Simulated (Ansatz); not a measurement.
# BH3Br (doublet): from Hartree-Fock to the top rungs at distance B1–H4 along a hydrogen transfer = 1.451 Å, cc-pVDZ

How much of the correlation energy of BH3Br (doublet) does each wave-function method recover here?

Method: cc-pVDZ, core rule «outside noble gas», up to 15 orbitals frozen; program: Ansatz 0.2.0, Gaussian basis.

Plan: UHF; CCSD(T) on ROHF; CCSD(T) on UHF; BCCD(T) on ROHF; CISD; CCSDT(Q) on ROHF; CCSDT(Q) on UHF; CASSCF and MRCISD+Q, 3 electrons in 3 orbitals; CASSCF and NEVPT2, 3 electrons in 3 orbitals.

16 further runs of the same task are left out: 9 for a known fault of the program, 1 for a mislabelled method, 6 that didn't finish.

### 1 The system

The geometry derives from fragments relaxed apart (PBE0/def2-TZVP) and kept rigid, so it is no stationary point. A hydrogen atom is moved between rigid fragments. No spin-orbit coupling is included. The filled d shell of Br may be among the frozen orbitals whatever the setting's name suggests; the logs give the count.

5 atoms, charge 0, spin multiplicity 2.

Atoms are counted from 1 here; the program's logs count them from 0.

Bond lengths: B1–H2 1.193 Å, B1–H3 1.193 Å, H4–Br5 1.633 Å. Angles: H2–B1–H3 120.0°.

### 2 UHF

in.yaml reads:

```yaml
crystal:
  periodic: [false, false, false]
  atoms:
    - {symbol: B, position_ang: [-2.631605, 0.000000, 0.000000]}
    - {symbol: H, position_ang: [-3.228338, 1.033571, 0.000000]}
    - {symbol: H, position_ang: [-3.228338, -1.033571, 0.000000]}
    - {symbol: H, position_ang: [-1.180605, 0.000000, 0.000000]}
    - {symbol: Br, position_ang: [0.452395, 0.000000, 0.000000]}
basis:
  gaussian: {orbitals: cc-pVDZ}
magnetization: {spin_polarized: true, initial_magnetization: 1}
hamiltonian: {xc: hf}
output: {orbitals: {seedname: orbitals}}
```

On the command line:

```console
$ ansatz run in.yaml --threads 1 --pin off --events-out ev --progress --plain --max-ram 2393MiB
```

After this run come: CCSD(T) on ROHF; CCSD(T) on UHF; BCCD(T) on ROHF; CISD; CCSDT(Q) on ROHF; CCSDT(Q) on UHF; CASSCF and MRCISD+Q, 3 electrons in 3 orbitals; CASSCF and NEVPT2, 3 electrons in 3 orbitals.

Q: Predict the results of all the runs planned. Wanted: UCCSDT(Q) below the RHF energy; RMP2 from UCCSDT(Q); UMP2 from UCCSDT(Q); RCCSD from UCCSDT(Q); RCCSD(T) from UCCSDT(Q); UCCSD(T) from UCCSDT(Q); RCCSDT(Q) from UCCSDT(Q); NEVPT2 pair from UCCSDT(Q); MRCISD+Q pair from UCCSDT(Q).

The runs gave:

| quantity | value |
| --- | --- |
| UCCSDT(Q) below the RHF energy | -6.8197 eV |
| RMP2 from UCCSDT(Q) | +101.8 kJ/mol |
| UMP2 from UCCSDT(Q) | +108.6 kJ/mol |
| RCCSD from UCCSDT(Q) | +14.7 kJ/mol |
| RCCSD(T) from UCCSDT(Q) | +2.9 kJ/mol |
| UCCSD(T) from UCCSDT(Q) | +2.9 kJ/mol |
| RCCSDT(Q) from UCCSDT(Q) | +0.1 kJ/mol |
| NEVPT2 pair from UCCSDT(Q) | +102.6 kJ/mol |
| MRCISD+Q pair from UCCSDT(Q) | +3.5 kJ/mol |
| levels within 1 kcal/mol (43 meV) | RCCSD(T), UCCSD(T), BCCD(T), RCCSDT, UCCSDT, RCCSDT(Q), MRCISD+Q pair |
| T1 diagnostic | 0.016 |

In words: RCCSD(T) misses by +2.9 kJ/mol, 0.4 % of the correlation energy. Of the multireference levels listed MRCISD+Q pair comes nearest in total energy (+3.5 kJ/mol), which doesn't show that its space is the better one. These misses are within one basis, not against nature; the frozen cores of restricted and unrestricted runs differ, which can shift their rows.
